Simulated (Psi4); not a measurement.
**C2H7NSi (SMILES C=NC[SiH3]): TPSSh/cc-pVDZ**

Aim: the vertical singlet–triplet gap of C2H7NSi at TPSSh/cc-pVDZ, from 2 runs. The job is set up through a Python script.

Program for the calculation: Psi4 1.11.

2 further runs of the same task are left out: 2 set aside as unsound or not needed.

### 1 The structure to begin with

The species is C2H7NSi (11 atoms), meant as a singlet with charge 0. SMILES: `C=NC[SiH3]`. Geometry: relaxed at PBE0-D4/def2-TZVP. This is one conformer, not always the lowest.

Bond lengths: C1–N2 1.259 Å, N2–C3 1.436 Å, C3–Si4 1.892 Å, C1–H5 1.089 Å, C1–H6 1.099 Å, C3–H7 1.095 Å, C3–H8 1.102 Å, Si4–H9 1.487 Å, Si4–H10 1.484 Å, Si4–H11 1.488 Å. Some angles: C1–N2–C3 118.6°, N2–C3–Si4 109.5°, N2–C1–H5 119.2°, N2–C1–H6 123.3°, N2–C3–H7 109.0°, N2–C3–H8 113.6°, Si4–C3–H7 106.9°, Si4–C3–H8 109.5°, C3–Si4–H9 109.5°, C3–Si4–H10 110.5°.

### 2 Energy and forces at TPSSh/cc-pVDZ

c2h7nsi.xyz reads:

```xyz
11
C2H7NSi
C     -0.639400     1.869300     0.363900
N     -0.998600     0.713100     0.018000
C     -0.299000    -0.417000     0.562600
Si     0.706300    -1.257400    -0.802700
H     -1.145900     2.733500    -0.063200
H      0.166900     2.059000     1.086600
H     -1.029900    -1.151400     0.917900
H      0.365200    -0.161700     1.404500
H      1.729600    -0.311300    -1.319900
H     -0.179800    -1.683000    -1.914500
H      1.389900    -2.450100    -0.232400
```

job.py reads:

```python
import psi4

psi4.set_memory(1600000000)
psi4.set_num_threads(1)
psi4.core.set_output_file('c2h7nsi.out', False)

with open('c2h7nsi.xyz') as f:
    atoms = ''.join(f.readlines()[2:])
m = psi4.geometry('0 1\n' + atoms + 'symmetry c1')

psi4.set_options({
    'basis': 'cc-pVDZ',
    'reference': 'rks',
    'puream': True,
    'e_convergence': 1e-09,
    'd_convergence': 1e-08,
    'scf_type': 'pk',
    'dft_radial_points': 99,
    'dft_spherical_points': 590,
})

energy_value, wavefunction = psi4.gradient("tpssh", return_wfn=True)
psi4.oeprop(wavefunction, "LOWDIN_CHARGES", "MULLIKEN_CHARGES", "DIPOLE", title="TPSSH")
print('gradient / Eh bohr^-1')
print(energy_value.np.round(6))
print(f'energy = {wavefunction.energy():.10f} Eh')
```

Started as:

```bash
python job.py
```

c2h7nsi.out, cut to the lines that bear on the results:

```text
[...]
  Running in c1 symmetry.
[...]
  Nuclear repulsion =  156.461324267341780
[...]
  Multiplicity = 1
[...]
  Nalpha       = 20
  Nbeta        = 20
[...]
    Number of basis functions: 95
[...]
   @RKS iter   1:  -424.41923237425226   -3.29101e-01   6.91748e-03 DIIS/ADIIS
[...]
   @RKS iter  12:  -424.66619292824191   -8.52651e-13   1.60285e-09 DIIS
[...]
    Orbital Energies [Eh]
    ---------------------
    Doubly Occupied:
       1A    -65.999975     2A    -14.263005     3A    -10.160263
       4A    -10.144732     5A     -5.220715     6A     -3.568341
       7A     -3.568049     8A     -3.567830     9A     -0.904384
      10A     -0.695268    11A     -0.568564    12A     -0.510395
      13A     -0.459682    14A     -0.449674    15A     -0.393999
      16A     -0.352668    17A     -0.332090    18A     -0.326648
      19A     -0.270270    20A     -0.238182
[...]
  @RKS Final Energy:  -424.66619292824191
   => Energetics <=
    Nuclear Repulsion Energy =            156.4613242673417801
    One-Electron Energy =                -892.7281771759246567
    Two-Electron Energy =                 348.9492402023714135
    DFT Exchange-Correlation Energy =     -37.3485802220304208
    Empirical Dispersion Energy =           0.0000000000000000
    VV10 Nonlocal Energy =                  0.0000000000000000
    Total Energy =                       -424.6661929282419123
[...]
  -Total Gradient:
     Atom            X                  Y                   Z
    ------   -----------------  -----------------  -----------------
       1       -0.004586406664    -0.011560666342    -0.004523391458
       2        0.012184828932     0.011563079519     0.010871483238
       3       -0.001696428081     0.001132955879    -0.002485365488
       4       -0.002374069930     0.002295593538     0.003463347721
       5        0.002633072158    -0.005094323276     0.002380823432
       6       -0.004742905224    -0.002318564926    -0.004590501517
       7        0.004134984137     0.003814556611    -0.001980804511
       8       -0.004026204546    -0.001223628768    -0.005366270032
       9       -0.001718271995    -0.001548813995     0.000990941273
      10        0.001482426619     0.000806122046     0.002035985681
      11       -0.001289537203     0.002121412401    -0.000798632704
[...]
 Multipole Moments:
 ------------------------------------------------------------------------------------
     Multipole            Electronic (a.u.)      Nuclear  (a.u.)        Total (a.u.)
 ------------------------------------------------------------------------------------
 L = 1.  Multiply by 2.5417464519 to convert [e a0] to [Debye]
 Dipole X            :         -1.3610796            1.6097421            0.2486625
 Dipole Y            :          0.3036579           -0.1467995            0.1568584
 Dipole Z            :         -0.4516691            0.8790573            0.4273883
 Magnitude           :                                                    0.5187469
[...]
  Mulliken Charges: (a.u.)
   Center  Symbol    Alpha    Beta     Spin     Total
       1     C     2.97731  2.97731  0.00000  0.04539
       2     N     3.61045  3.61045  0.00000 -0.22091
       3     C     3.02914  3.02914  0.00000 -0.05828
       4    SI     6.86773  6.86773  0.00000  0.26455
       5     H     0.48048  0.48048  0.00000  0.03905
       6     H     0.49418  0.49418  0.00000  0.01164
       7     H     0.47064  0.47064  0.00000  0.05872
       8     H     0.48827  0.48827  0.00000  0.02347
       9     H     0.52769  0.52769  0.00000 -0.05538
      10     H     0.52247  0.52247  0.00000 -0.04494
      11     H     0.53165  0.53165  0.00000 -0.06329
[...]
```

The script printed:

```text
gradient / Eh bohr^-1
[[-0.004586 -0.011561 -0.004523]
 [ 0.012185  0.011563  0.010871]
 [-0.001696  0.001133 -0.002485]
 [-0.002374  0.002296  0.003463]
 [ 0.002633 -0.005094  0.002381]
 [-0.004743 -0.002319 -0.004591]
 [ 0.004135  0.003815 -0.001981]
 [-0.004026 -0.001224 -0.005366]
 [-0.001718 -0.001549  0.000991]
 [ 0.001482  0.000806  0.002036]
 [-0.00129   0.002121 -0.000799]]
energy = -424.6661929282 Eh
```

Run time: 62 s. Hardware: 1 thread of Intel Xeon 6975P-C (Granite Rapids), shared host; peak memory 1 GiB.

### 3 The triplet, same level

c2h7nsi.xyz is that of step 2.

job.py reads:

```python
import psi4

psi4.set_memory(1600000000)
psi4.set_num_threads(1)
psi4.set_output_file('output.dat', False)

with open('c2h7nsi.xyz') as f:
    atoms = ''.join(f.readlines()[2:])
m = psi4.geometry('0 3\n' + atoms + 'symmetry c1')

psi4.set_options({
    'reference': 'uks',
    'puream': True,
    'e_convergence': 1e-09,
    'd_convergence': 1e-08,
    'scf_type': 'pk',
    'dft_radial_points': 99,
    'dft_spherical_points': 590,
    'maxiter': 100,
})

E, wfn = psi4.gradient("tpssh/cc-pVDZ", return_wfn=True)
psi4.oeprop(wfn, "MAYER_INDICES", "DIPOLE", "QUADRUPOLE", title="TPSSH")
print('gradient / Eh bohr^-1')
print(E.np.round(6))
print(f'energy = {wfn.energy():.10f} Eh')
for k, v in sorted(psi4.core.scalar_variables().items()):
    print(f'{k:45s} {v:18.10f}')
```

Started as:

```bash
python job.py
```

output.dat, cut to the lines that bear on the results:

```text
[...]
  Running in c1 symmetry.
[...]
  Nuclear repulsion =  156.461324267341780
[...]
  Multiplicity = 3
[...]
  Nalpha       = 21
  Nbeta        = 19
[...]
    Number of basis functions: 95
[...]
   @UKS iter   1:  -424.25380777356719   -1.63677e-01   6.97925e-03 DIIS/ADIIS
[...]
   @UKS iter  17:  -424.51023416432673   -3.52429e-12   8.12004e-09 DIIS
[...]
   @S^2 Observed:                2.005804724E+00
[...]
  @UKS Final Energy:  -424.51023416432673
   => Energetics <=
    Nuclear Repulsion Energy =            156.4613242673417801
    One-Electron Energy =                -892.4186964743262251
    Two-Electron Energy =                 348.8096418457139407
    DFT Exchange-Correlation Energy =     -37.3625038030562067
    Empirical Dispersion Energy =           0.0000000000000000
    VV10 Nonlocal Energy =                  0.0000000000000000
    Total Energy =                       -424.5102341643267323
[...]
  -Total Gradient:
     Atom            X                  Y                   Z
    ------   -----------------  -----------------  -----------------
       1       -0.009157499617    -0.137618560063    -0.006744447770
       2       -0.008687172714     0.102016172988    -0.021189360179
       3        0.019781187463     0.034427451387     0.029664761342
       4       -0.010235175019     0.003534034908     0.002622475709
       5       -0.003220041817    -0.006566617934     0.002199356933
       6        0.004842256273     0.005253450051    -0.001530685578
       7        0.002240938843     0.005585687186    -0.008368606579
       8        0.005106112022    -0.010038720215     0.000039720346
       9       -0.001146381145    -0.001451124099     0.001400488838
      10        0.002739775329     0.000742156452     0.001298234291
      11       -0.002263480450     0.004100938043     0.000605295305
[...]
```

On the terminal:

```text
gradient / Eh bohr^-1
[[-9.15700e-03 -1.37619e-01 -6.74400e-03]
 [-8.68700e-03  1.02016e-01 -2.11890e-02]
 [ 1.97810e-02  3.44270e-02  2.96650e-02]
 [-1.02350e-02  3.53400e-03  2.62200e-03]
 [-3.22000e-03 -6.56700e-03  2.19900e-03]
 [ 4.84200e-03  5.25300e-03 -1.53100e-03]
 [ 2.24100e-03  5.58600e-03 -8.36900e-03]
 [ 5.10600e-03 -1.00390e-02  4.00000e-05]
 [-1.14600e-03 -1.45100e-03  1.40000e-03]
 [ 2.74000e-03  7.42000e-04  1.29800e-03]
 [-2.26300e-03  4.10100e-03  6.05000e-04]]
energy = -424.5102341643 Eh
CURRENT ENERGY                                   -424.5102341643
CURRENT REFERENCE ENERGY                         -424.5102341643
DD SOLVATION ENERGY                                 0.0000000000
DFT FUNCTIONAL TOTAL ENERGY                      -424.5102341643
DFT TOTAL ENERGY                                 -424.5102341643
DFT VV10 ENERGY                                     0.0000000000
DFT XC ENERGY                                     -37.3625038031
GRID ELECTRONS ALPHA                               21.0000026143
GRID ELECTRONS BETA                                19.0000017741
GRID ELECTRONS TOTAL                               40.0000043883
NUCLEAR REPULSION ENERGY                          156.4613242673
ONE-ELECTRON ENERGY                              -892.4186964743
PCM POLARIZATION ENERGY                             0.0000000000
PE ENERGY                                           0.0000000000
SCF ITERATION ENERGY                             -424.5102341643
SCF ITERATIONS                                     17.0000000000
SCF TOTAL ENERGY                                 -424.5102341643
TWO-ELECTRON ENERGY                               348.8096418457
XC GRID RADIAL POINTS                              99.0000000000
XC GRID SPHERICAL POINTS                          590.0000000000
XC GRID TOTAL POINTS                           607022.0000000000
```

It took 1.9 min on 1 thread of Intel Xeon 6975P-C (Granite Rapids), shared host; peak memory 1 GiB.

### 4 Results

At TPSSh/cc-pVDZ:

```
                                        quantity          value
                           singlet: total energy  -424.66619 Eh
                          singlet: dipole moment         1.32 D
                            singlet: HOMO energy       -6.48 eV
                            singlet: LUMO energy       -0.65 eV
                          singlet: HOMO–LUMO gap        5.83 eV
               singlet: largest force on an atom     1.029 eV/Å
                           triplet: total energy  -424.51023 Eh
                          triplet: dipole moment         1.04 D
     triplet: HOMO energy (highest over α and β)       -2.29 eV
                                   triplet: ⟨S²⟩          2.006
               triplet: largest force on an atom     7.101 eV/Å
vertical energy of the triplet above the singlet       4.244 eV
```

At this shape the triplet lies 4.24 eV (98 kcal/mol) above the singlet. The largest force (singlet) is 1.03 eV/Å: the shape isn't a stationary point for this species at this level.
